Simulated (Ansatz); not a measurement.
Working through vertical energies of changing the electron count of CH3BI, SMILES C[B]I

Computed with Ansatz 0.2.0, Python API.

The cells in order, each with its output:

In [1]:
```python
import ansatz as az
```

In [2]:
```python
def single_point(molecule, charge=0, unpaired=0):
    calc = molecule.calculation().basis(gaussian="def2-SVP").correlation("CCSD(T)").accuracy("medium")
    if charge:
        calc = calc.charge(charge)
    if unpaired:
        calc = calc.spin("collinear", total=unpaired)
    report = calc.run(threads=1, pin="off").report
    if report["published_state_doubts"]:
        print("  doubts:", report["published_state_doubts"])
    return report["free_energy_ev"]
```

In [3]:
```python
mol = (
    az.Crystal.molecule()
    .atom("C", [-0.3705, 0.3234, -0.2567])
    .atom("B", [-0.0813, -1.0336, 0.3956])
    .atom("I", [1.9219, -1.4593, 1.1115])
    .atom("H", [-1.1416, 0.8805, 0.3146])
    .atom("H", [0.4872, 1.004, -0.303])
    .atom("H", [-0.7736, 0.2211, -1.3083])
)
```

In [4]:
```python
# delta-SCF style differences, no relaxation
parent = single_point(mol, 0, 1)
cation = single_point(mol, 1, 0)
print(f"E(N)   = {parent:.5f} eV")
print(f"E(N-1) = {cation:.5f} eV  (0 unpaired)")
print(f"vertical ionisation energy {cation - parent:.3f} eV")
other = single_point(mol, 1, 2)
print(f"to the state with 2 unpaired electrons: {other - parent:.3f} eV")
```
```text
E(N)   = -9829.75701 eV
E(N-1) = -9821.86526 eV  (0 unpaired)
vertical ionisation energy 7.892 eV
to the state with 2 unpaired electrons: 9.684 eV
```

Notes:
- The settings weren't tested for convergence.
- The geometry is a force-field or estimated start, not a minimum of this method, and the basis set is short of its limit. All parts are taken at fixed geometry, without zero-point energy. At an unrelaxed start these energies can be a whole eV from those at the minimum, and a small affinity can change sign.
- def2 sets replace the cores of elements past krypton by effective core potentials.
- The species is open-shell (spin multiplicity 2).
- Only the spin states typed were run; another state of an ion can lie lower, by up to an eV or two.
- Wall time of the script: 57 s on 1 thread of AMD EPYC 9R14 (Zen 4), on a shared host, peak memory 0.47 GiB.

(Lines on the test bed's own set-up are left out of the output.)
